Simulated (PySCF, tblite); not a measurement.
# C3H6F4OSi: geometry, infrared bands and NMR shifts

Wanted: the infrared bands and NMR shifts of C3H6F4OSi (`FC[SiH2]COC(F)(F)F`), by calculation.

The runs use tblite 0.8.0 and PySCF 2.14.0, with density-fitted response routines of our own; the level of theory stands in each step. All values are computed, except where a source is named. Atoms are numbered from 0 throughout.

### 1 The molecule as given

15 atoms, charge 0, multiplicity 1; geometry from: force field or distance geometry start.

Bonds of the start (Å): F0–C1 1.39, C1–Si2 1.85, Si2–C3 1.86, C3–O4 1.36, O4–C5 1.36, C5–F6 1.38, C5–F7 1.38, C5–F8 1.39, C1–H9 1.13, C1–H10 1.09, Si2–H11 1.47, Si2–H12 1.48, C3–H13 1.12, C3–H14 1.13.

### 2 Geometry optimisation with GFN2-xTB

Job settings and geometry (Å):

```
{"job": {"kind": "relax", "xc": "GFN2-xTB", "basis": "xTB"}, "charge": 0, "multiplicity": 1}
F      1.717400     1.986100     0.615500
C      1.855700     0.949600    -0.302300
Si     0.960800    -0.597100     0.181700
C     -0.420800    -1.061100    -0.970600
O     -1.330600    -0.083600    -1.238000
C     -2.021500     0.449900    -0.194100
F     -1.125800     1.014900     0.696300
F     -2.764000    -0.466500     0.519700
F     -2.934300     1.405900    -0.625000
H      2.959800     0.722600    -0.264800
H      1.637800     1.274700    -1.324500
H      0.433100    -0.442800     1.548000
H      1.955600    -1.686700     0.202600
H      0.038300    -1.524400    -1.879700
H     -0.966000    -1.933500    -0.492300
```

Command:

```
> OMP_NUM_THREADS=1 python probes_run.py task.json out
```

One launch serves the whole session: the jobs run in the order shown.

What it wrote:

```text
step      E/eV     max force
  0    -930.26366    3.895
  1    -930.71899    1.200
  2    -930.80861    0.684
  3    -930.86796    0.598
  4    -930.91390    0.631
  5    -930.93539    0.426
  6    -930.94848    0.340
  7    -930.95675    0.245
  8    -930.96150    0.175
  9    -930.96513    0.152
 10    -930.96883    0.185
 11    -930.97271    0.178
 12    -930.97607    0.129
 13    -930.97870    0.111
 14    -930.98116    0.127
 15    -930.98375    0.149
 16    -930.98601    0.138
 17    -930.98747    0.081
 18    -930.98832    0.070
 19    -930.98905    0.077
 20    -930.98986    0.072
 21    -930.99063    0.082
 22    -930.99117    0.060
 23    -930.99148    0.035
 24    -930.99170    0.038
 25    -930.99188    0.033
 26    -930.99205    0.031
 27    -930.99225    0.037
 28    -930.99248    0.057
 29    -930.99275    0.056
 30    -930.99302    0.036
 31    -930.99324    0.033
 32    -930.99343    0.054
 33    -930.99367    0.068
 34    -930.99394    0.062
 35    -930.99418    0.037
 36    -930.99435    0.029
 37    -930.99447    0.032
 38    -930.99459    0.034
 39    -930.99472    0.029
 40    -930.99488    0.036
 41    -930.99507    0.037
 42    -930.99531    0.049
 43    -930.99558    0.051
 44    -930.99588    0.051
 45    -930.99618    0.056
 46    -930.99648    0.048
 47    -930.99679    0.047
 48    -930.99711    0.046
 49    -930.99745    0.047
 50    -930.99784    0.053
 51    -930.99832    0.060
 52    -930.99891    0.069
 53    -930.99958    0.071
 54    -931.00029    0.065
 55    -931.00103    0.064
 56    -931.00167    0.073
 57    -931.00125    0.141
 58    -931.00239    0.053
 59    -931.00267    0.041
 60    -931.00304    0.040
 61    -931.00409    0.098
 62    -931.00481    0.110
 63    -931.00605    0.121
 64    -931.00710    0.097
 65    -931.00778    0.138
 66    -931.00892    0.125
 67    -931.01010    0.116
 68    -931.01172    0.280
 69    -931.01369    0.110
 70    -931.01501    0.098
 71    -931.01658    0.274
 72    -931.01913    0.145
 73    -931.02315    0.084
 74    -931.03138    0.282
 75    -931.03500    0.111
 76    -931.03924    0.119
 77    -931.04252    0.196
 78    -931.04465    0.129
 79    -931.04626    0.166
 80    -931.04834    0.145
 81    -931.04985    0.070
 82    -931.05045    0.074
 83    -931.05141    0.090
 84    -931.05214    0.095
 85    -931.05321    0.119
 86    -931.05482    0.109
 87    -931.05657    0.118
 88    -931.05848    0.101
 89    -931.05980    0.093
 90    -931.06124    0.090
 91    -931.06227    0.075
 92    -931.06309    0.072
 93    -931.06380    0.080
 94    -931.06488    0.087
 95    -931.06645    0.117
 96    -931.06842    0.127
 97    -931.06978    0.213
 98    -931.07125    0.112
 99    -931.07218    0.071
100    -931.07364    0.120
101    -931.07466    0.124
102    -931.07658    0.147
103    -931.07846    0.163
104    -931.07613    0.323
105    -931.08115    0.105
106    -931.08232    0.084
107    -931.08331    0.222
108    -931.08470    0.052
109    -931.08514    0.045
110    -931.08586    0.120
111    -931.08633    0.030
112    -931.08672    0.038
113    -931.08701    0.038
114    -931.08720    0.032
115    -931.08731    0.024
116    -931.08742    0.023
117    -931.08751    0.023
118    -931.08766    0.031
119    -931.08783    0.027
120    -931.08798    0.027
121    -931.08810    0.028
122    -931.08823    0.031
123    -931.08837    0.028
124    -931.08847    0.021
125    -931.08853    0.020
126    -931.08857    0.022
127    -931.08863    0.023
128    -931.08875    0.027
129    -931.08900    0.038
130    -931.08942    0.051
131    -931.08992    0.050
132    -931.09038    0.038
133    -931.09072    0.053
134    -931.09100    0.038
135    -931.09131    0.041
136    -931.09169    0.067
137    -931.09187    0.051
138    -931.09212    0.050
139    -931.09242    0.052
140    -931.09270    0.050
141    -931.09289    0.036
142    -931.09311    0.039
143    -931.09334    0.032
144    -931.09343    0.028
145    -931.09348    0.022
146    -931.09352    0.019
147    -931.09356    0.026
148    -931.09363    0.025
149    -931.09374    0.032
150    -931.09388    0.033
151    -931.09400    0.026
152    -931.09413    0.019
153    -931.09421    0.018
154    -931.09423    0.015
155    -931.09426    0.010
```

Run time: 2.2 s. Hardware: 1 thread of Intel Xeon Platinum 8259CL at 2.50GHz, shared host; peak memory 0.18 GiB.

Along the way: (not every step is listed)

```
step  energy from step 0 (eV)  largest force (eV/Å)
   0                   0.0000                3.8953
   1                  -0.4553                1.2001
   2                  -0.5450                0.6842
   3                  -0.6043                0.5978
   4                  -0.6502                0.6309
   5                  -0.6717                0.4264
   6                  -0.6848                0.3397
   7                  -0.6931                0.2447
   8                  -0.6978                0.1754
  22                  -0.7275                0.0597
  36                  -0.7307                0.0291
  50                  -0.7342                0.0531
  64                  -0.7434                0.0975
  78                  -0.7810                0.1289
  92                  -0.7994                0.0717
 106                  -0.8187                0.0838
 120                  -0.8243                0.0272
 134                  -0.8273                0.0383
 148                  -0.8300                0.0253
 150                  -0.8302                0.0333
 151                  -0.8303                0.0262
 152                  -0.8305                0.0195
 153                  -0.8306                0.0185
 154                  -0.8306                0.0147
 155                  -0.8306                0.0103
```

Close pairs (by a distance rule), those that changed most:

```
  bond  before (Å)  after (Å)  change (Å)
 C3–O4       1.362      1.452      +0.090
Si2–C3       1.858      1.926      +0.068
C1–Si2       1.851      1.917      +0.066
 C5–F8       1.390      1.327      -0.063
 O4–C5       1.361      1.307      -0.054
C3–H14       1.135      1.091      -0.043
 C1–H9       1.128      1.095      -0.033
 C5–F7       1.379      1.346      -0.033
```

The end geometry stands in the next job.

### 3 Infrared spectrum with GFN2-xTB

Job settings and geometry (Å):

```
{"job": {"kind": "ir", "xc": "GFN2-xTB", "basis": "xTB"}, "charge": 0, "multiplicity": 1}
F      2.941573     1.312323     0.368752
C      1.735422     1.026817    -0.239657
Si     1.041815    -0.624973     0.442723
C     -0.330545    -1.185196    -0.787602
O     -1.136812    -0.089729    -1.295601
C     -1.987733     0.429859    -0.451038
F     -1.407357     1.030791     0.617797
F     -2.849382    -0.452572     0.087972
F     -2.713017     1.363302    -1.054110
H      1.936955     0.992085    -1.315010
H      1.082951     1.880662    -0.037338
H      0.514052    -0.456929     1.795057
H      2.062485    -1.672893     0.385256
H      0.097194    -1.610320    -1.694271
H     -0.992013    -1.935237    -0.350497
```

What it wrote:

```text
mode    cm-1     km/mol
  1      18.8      1.00
  2      50.4      5.66
  3      62.1      3.47
  4     103.2      2.41
  5     112.1      3.56
  6     216.9     10.14
  7     239.8      2.83
  8     306.0     13.00
  9     391.8      9.14
 10     416.3      4.82
 11     470.4     35.13
 12     515.9     15.59
 13     552.4      4.25
 14     569.1     15.05
 15     596.6     33.22
 16     645.2     61.32
 17     700.7     89.72
 18     712.6     14.33
 19     758.4     79.65
 20     773.4    115.59
 21     786.4    183.66
 22     840.4     67.52
 23     982.7    455.10
 24    1027.1     40.50
 25    1033.1     56.27
 26    1097.8    284.50
 27    1197.3      9.91
 28    1199.9    202.10
 29    1255.6    302.82
 30    1274.1      4.74
 31    1284.2    153.01
 32    1425.6      3.33
 33    1446.9      9.28
 34    2275.9    291.87
 35    2295.7    188.76
 36    2937.7     22.48
 37    2953.2     18.04
 38    2962.7     15.61
 39    2998.5      8.62
```

Run time: 1.2 s. Hardware: 1 thread of Intel Xeon Platinum 8259CL at 2.50GHz, shared host; peak memory 0.18 GiB.

The strongest bands and the atoms that carry them (share of the mass-weighted mode):

```
cm⁻¹  km/mol                                 atoms
 786   183.7                    H12 44 %, H11 41 %
 983   455.1                      C5 75 %, F7 11 %
1098   284.5                      C5 67 %, F8 16 %
1200   202.1           H13 38 %, C5 27 %, H14 18 %
1256   302.8            H14 40 %, C5 29 %, O4 22 %
1284   153.0  H13 35 %, H14 23 %, C5 15 %, O4 13 %
2276   291.9                              H12 94 %
2296   188.8                              H11 95 %
```

### 4 NMR shieldings: PBE0/pcSseg-1

Same as in step 3 but for these lines:

```diff
@@ -1,2 +1,2 @@
-{"job": {"kind": "ir", "xc": "GFN2-xTB", "basis": "xTB"}, "charge": 0, "multiplicity": 1}
+{"job": {"kind": "nmr", "xc": "PBE0", "basis": "pcSseg-1"}, "charge": 0, "multiplicity": 1}
 F      2.941573     1.312323     0.368752
```

With the program's defaults for keys left out, this is: GIAO PBE0/pcSseg-1 NMR shielding, non-relativistic, gas phase.

What it wrote:

```text
coarse grid: 14032 points
cycle   1  E = -880.9585461675  dE =  1.264e+00  |g| = 1.070e+00  |ddm| = 3.318e+00
cycle   2  E = -880.7958605709  dE =  1.627e-01  |g| = 1.530e+00  |ddm| = 1.208e+00
cycle   3  E = -881.1453556028  dE = -3.495e-01  |g| = 4.691e-02  |ddm| = 7.142e-01
cycle   4  E = -881.1456006217  dE = -2.450e-04  |g| = 2.962e-02  |ddm| = 4.326e-02
cycle   5  E = -881.1457514623  dE = -1.508e-04  |g| = 9.398e-03  |ddm| = 2.163e-02
cycle   6  E = -881.1457654093  dE = -1.395e-05  |g| = 1.838e-03  |ddm| = 5.523e-03
cycle   7  E = -881.1457659559  dE = -5.466e-07  |g| = 4.072e-04  |ddm| = 1.387e-03
final grid: 135408 points
cycle   8  E = -881.2344050569  dE = -4.772e-05  |g| = 1.095e-02  |ddm| = 2.071e-02
cycle   9  E = -881.2343870936  dE =  1.796e-05  |g| = 1.512e-02  |ddm| = 1.358e-02
cycle  10  E = -881.2344269861  dE = -3.989e-05  |g| = 9.610e-04  |ddm| = 7.726e-03
cycle  11  E = -881.2344271345  dE = -1.484e-07  |g| = 3.357e-04  |ddm| = 8.312e-04
cycle  12  E = -881.2344271519  dE = -1.739e-08  |g| = 9.077e-05  |ddm| = 2.249e-04
cycle  13  E = -881.2344271529  dE = -1.075e-09  |g| = 2.818e-05  |ddm| = 5.981e-05
cycle  14  E = -881.2344271531  dE = -1.237e-10  |g| = 4.360e-06  |ddm| = 1.872e-05
converged SCF energy = -881.2344271531

GIAO shielding tensors (ppm)
atom      isotropic    diamagn.    paramagn.     s11        s22        s33       span
  0 F      477.099     468.736       8.363    424.399    484.024    522.875     98.475
  1 C      109.045     249.266    -140.221     59.808     81.917    185.411    125.602
  2 Si     396.835     880.168    -483.333    374.563    391.400    424.543     49.980
  3 C      127.400     251.619    -124.219     82.738    109.665    189.797    107.059
  4 O      247.521     398.031    -150.510    192.923    234.001    315.639    122.716
  5 C       55.586     238.536    -182.949     43.840     49.642     73.277     29.437
  6 F      239.038     478.214    -239.176    151.148    213.108    352.857    201.709
  7 F      253.197     471.528    -218.331    156.928    238.913    363.750    206.822
  8 F      245.954     468.194    -222.240    172.257    210.426    355.179    182.921
  9 H       26.444      29.981      -3.538     21.825     27.047     30.459      8.634
 10 H       26.218      30.860      -4.642     21.204     26.053     31.397     10.193
 11 H       27.107      29.564      -2.457     23.989     26.309     31.022      7.033
 12 H       27.493      28.897      -1.404     24.464     25.210     32.805      8.341
 13 H       27.513      30.062      -2.549     22.907     26.699     32.933     10.026
 14 H       27.497      30.420      -2.923     22.713     27.166     32.613      9.901
```

Run time: 50 s. Hardware: 1 thread of Intel Xeon Platinum 8259CL at 2.50GHz, shared host; peak memory 0.83 GiB.

Shifts follow as δ = σ(reference) − σ, with reference shieldings (ppm) from runs at the same level and on the same kind of geometry: 1H TMS 31.72, 13C TMS 186.9, 29Si TMS 349.2, 19F CFCl3 170.9, 17O H2O 336.1. The references are single molecules in the gas phase, so shifts against H2O, NH3, PH3, H3PO4 or CFCl3 are not on the usual liquid scales and can be off by tens of ppm. Atoms listed in one row are averaged.

```
     atoms                                environment  σ (ppm)  δ (ppm)  δ scaled to CDCl3
        C5                                 CF3 carbon     55.6    131.3              126.3
        C1                 sp3 CH2 bonded to F and Si    109.0     77.9               74.1
        C3                 sp3 CH2 bonded to O and Si    127.4     59.5               56.2
   H9, H10  hydrogen on an sp3 CH2 bonded to F and Si    26.33     5.39               5.18
  H11, H12        hydrogen on a silicon bonded to 2 C    27.30     4.42                  –
  H13, H14  hydrogen on an sp3 CH2 bonded to O and Si    27.51     4.21               4.08
F6, F7, F8                  fluorine of an OCF3 group    246.1    -75.1                  –
        F0                  fluorine on an sp3 carbon    477.1   -306.2                  –
       Si2                 silicon bonded to 2 C, 2 H    396.8    -47.7                  –
        O4                               ether oxygen    247.5     88.6                  –
```

The scaled column applies a straight-line fit of computed shieldings to shifts measured in CDCl3, and one for carbons that bear F (root-mean-square error 0.16 ppm for H, 1.9 ppm for C).

Charges from the same density, by scheme (e):

```
     atoms  Mulliken    IAO  Hirshfeld  ESP fit
        F0     -0.35  -0.32      -0.13    -0.24
        C1     -0.13  -0.23      -0.07    -0.02
       Si2      0.61   0.74       0.33     0.45
        C3     -0.29  -0.35      -0.08    -0.28
        O4     -0.46  -0.35      -0.13    -0.31
        C5      0.95   0.94       0.31     0.65
F6, F7, F8     -0.27  -0.29      -0.09    -0.19
```

Mayer bond orders: F0–C1 0.85, C1–Si2 0.92, Si2–C3 0.87, C3–O4 0.81, O4–C5 1.16, C5–F6 0.95, C5–F7 1.00, C5–F8 1.06.

### 5 What came out

```
                                                                 quantity                  value
                                strongest single infrared mode (GFN2-xTB)   983 cm⁻¹, 455 km/mol
                                             zero-point energy (GFN2-xTB)          56.5 kcal/mol
                                   13C shifts against TMS (PBE0/pcSseg-1)  131.3, 77.9, 59.5 ppm
   1H shifts against TMS (PBE0/pcSseg-1, means over atoms taken as alike)   5.39, 4.42, 4.21 ppm
19F shifts against CFCl3 (PBE0/pcSseg-1, means over atoms taken as alike)      -75.1, -306.2 ppm
                                  29Si shifts against TMS (PBE0/pcSseg-1)              -47.7 ppm
                                   17O shifts against H2O (PBE0/pcSseg-1)               88.6 ppm
```

What this shows: Over 155 steps the energy fell by 0.831 eV; of the close pairs, C3–O4 changed most, 1.362 to 1.452 Å. All 39 modes are real, so the xTB geometry is a minimum. The strongest single mode, at 983 cm⁻¹, moves mainly C5. GFN2-xTB is a fitted tight-binding method: band positions and strengths are rough. Its intensities can rank the bands wrongly. The most deshielded hydrogen is H9, H10 (mean) (hydrogen on an sp3 CH2 bonded to F and Si), at 5.39 ppm: its carbon carries F, hence the downfield position. At PBE0/pcSseg-1: The widest tensor belongs to F6, F7, F8: span 197 ppm, with a paramagnetic part of -227 ppm.
